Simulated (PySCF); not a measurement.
# AsO: a composite coupled-cluster curve

The task here is to estimate one member of a computed series from the others.

Program: PySCF 2.14.0. Level of theory: CCSD(T) on ROHF, scalar-relativistic core potentials. These are calculated values, not measurements.

Set-up of the first run:

| Quantity | Value |
| --- | --- |
| molecule | AsO |
| state | doublet, unpaired electrons π ↑ |
| smaller basis | As cc-pwCVDZ-PP with ECP10, O aug-cc-pVDZ |
| larger basis | As cc-pwCVTZ-PP with ECP10, O aug-cc-pVTZ |
| frozen core orbitals | 5 |
| extrapolation | correlation as n⁻³ (n = 2, 3), Hartree–Fock as (n+1)·exp(−9√n) |
| corrections | core–valence correlation |
| distances (Å) | 1.4269, 1.4918, 1.5566, 1.6215, 1.6864, 1.7674, 1.8485 |
| masses (u) | 74.9216, 15.9949 |
| dissociation limit | As + O |

Started as:

```bash
OMP_NUM_THREADS=4 python comp.py task.json out
```

Among the steps run: Coupled cluster at each distance.

One of the session's tables, all rows but one given; the rest of the session is left out.

It belongs to the step «Constants step by step». 

| level | Re (Å) | ωe (cm⁻¹) | ωexe (cm⁻¹) | αe (cm⁻¹) | De (eV) |
| --- | --- | --- | --- | --- | --- |
| CCSD(T), smaller basis | 1.6471 | 910.8 | 4.66 | 0.00329 | 4.225 |
| CCSD(T), larger basis | 1.6270 | 964.5 | 4.79 | 0.00321 | 4.715 |
| HF/CBS | 1.5737 | 1155.0 | 4.07 | 0.00268 | 1.228 |
| MP2/CBS | 1.6306 | 953.3 | 3.97 | 0.00309 | 5.313 |
| CCSD/CBS | 1.6071 | 1032.8 | 4.25 | 0.00293 | 4.387 |
| CCSD(T)/CBS | 1.6237 | 973.5 | 4.75 | 0.00318 | 4.850 |
| CCSD(T)/CBS+CV | ? | ? | ? | ? | ? |

**Question.** Estimate the row for CCSD(T)/CBS+CV.

**Answer.** Re (Å): 1.6229; ωe (cm⁻¹): 974.2; ωexe (cm⁻¹): 4.76; αe (cm⁻¹): 0.00319; De (eV): 4.858. In the column «Re (Å)» it lies between CCSD/CBS (1.6071) and CCSD(T)/CBS (1.6237).

An extrapolation from double and triple zeta is rough, so this isn't yet the limit.
